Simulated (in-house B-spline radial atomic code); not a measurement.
# V³⁺: ionisation energy by several methods

An exercise on one series of results from a longer session: the logs are not shown, and one member is left open.

Program: in-house B-spline radial atomic code version 1. Level of theory: scalar-relativistic (X2C), several functionals, spin-polarised; spherical all-electron atom at the radial basis limit. These are calculated values, not measurements, unless marked.

### Starting point

```
element       : vanadium (Z = 23)
charge        : +3
electrons     : 20
configuration : [Ar] 3d2
nucleus       : Fermi, rms radius 3.600 fm
```

Outer shells as boxes (Hund's rule):

[Ar] 3d2
```
[Ar] core
3d [↑ ][↑ ][  ][  ][  ]
```

Where spins are not typed, each open shell is filled with up spins first.

The first run:

Input settings:

```ini
Z = 23
electrons = 20.0
configuration = [Ar] 3d2
hamiltonian = x2c
method = lda,
spin_polarised = True
nucleus = fermi
rms_radius = 3.6002
mass_number = 51
atomic_mass = 50.943957664
speed_of_light = 137.035999084
```

Among the steps run: exchange-only LDA; LDA (PW92); PW91, a GGA; PBEsol, a GGA; Hartree-Fock; BLYP, a GGA; revTPSS, a meta-GGA; SCAN, a meta-GGA.

One of the session's tables, all rows but one given; the rest of the session is left out.

| method | ΔSCF (eV) |
| --- | --- |
| exchange-only LDA | 45.303 |
| LDA (PW92) | 46.857 |
| PW91 | 46.748 |
| PBEsol | ? |
| BLYP | 46.578 |
| revTPSS | 46.306 |
| SCAN | 46.313 |
| Hartree-Fock | 45.180 |

Estimate the missing values for PBEsol.

As computed: ΔSCF (eV): 46.603. In the column «ΔSCF (eV)» it lies between BLYP (46.578) and PW91 (46.748).
